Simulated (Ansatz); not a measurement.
I need a comparison of dispersion corrections of C₄H₉Se (charge -1), SMILES CC(C)C[Se-]. Use the Ansatz DFT code, driven from Python. Level of theory (for the species named): revPBE, def2-SVP basis, multiplicity 1, D3BJ dispersion.

Contents of `c4h9se.xyz`:
```text
14

C    -0.54790    1.29910   -0.32390
C     0.03420   -0.12100   -0.36560
C    -0.98010   -1.12040    0.20390
C     1.35990   -0.20730    0.41060
Se    2.78830    0.76510   -0.49680
H    -0.73810    1.61500    0.72450
H    -1.50470    1.33700   -0.88720
H     0.15000    2.02210   -0.79530
H     0.22390   -0.39440   -1.42700
H    -0.58330   -2.15530    0.12890
H    -1.92920   -1.07510   -0.37190
H    -1.19590   -0.89500    1.27070
H     1.23870    0.19720    1.43860
H     1.68440   -1.26690    0.49050
```

`c4h9se_disp.py`
```python
"""Dispersion corrections for C4H9Se(-)."""

import ansatz as az

system = az.Crystal.molecule_from_extxyz("c4h9se.xyz")

base = system.calculation().basis(gaussian="def2-SVP").charge(-1)
for name in ["revpbe", "r2scan"]:
    for correction in ("d3bj", "d4"):
        r = base.functional(name, dispersion=correction).run(threads=1, backend="cpu").report
        print(f"{name:8s} {correction:5s} total {r['free_energy_ev']:.5f} eV, of which dispersion {1000 * r['dispersion']['energy']['ev']:.2f} meV")
```

`python c4h9se_disp.py` gives:
```text
revpbe   d3bj  total -69628.25715 eV, of which dispersion -836.61 meV
revpbe   d4    total -69628.55339 eV, of which dispersion -1132.84 meV
DeckWarning: the engine holds no damping parameters fitted to this dispersion correction and functional, so the run takes those fitted to r2scan beside the three-body term, which d3bj leaves out (hamiltonian.dispersion, under Limitations)
r2scan   d3bj  total -69631.46744 eV, of which dispersion -95.03 meV
r2scan   d4    total -69631.46235 eV, of which dispersion -89.94 meV
```
(Warnings from the package without file and line.)

Total energies depend on the basis set; only differences at equal settings carry meaning. The geometry is a force-field or estimated start, not a minimum of this method, and the basis set is short of its limit. D4 holds the three-body term, and d3bj doesn't. Anions want diffuse functions, which this basis lacks. A dispersion term here runs with damping parameters fitted for another variant or functional. Wall time of the script: 23 s on 1 thread of Arm Neoverse V2 (shared host), peak memory 0.26 GiB.
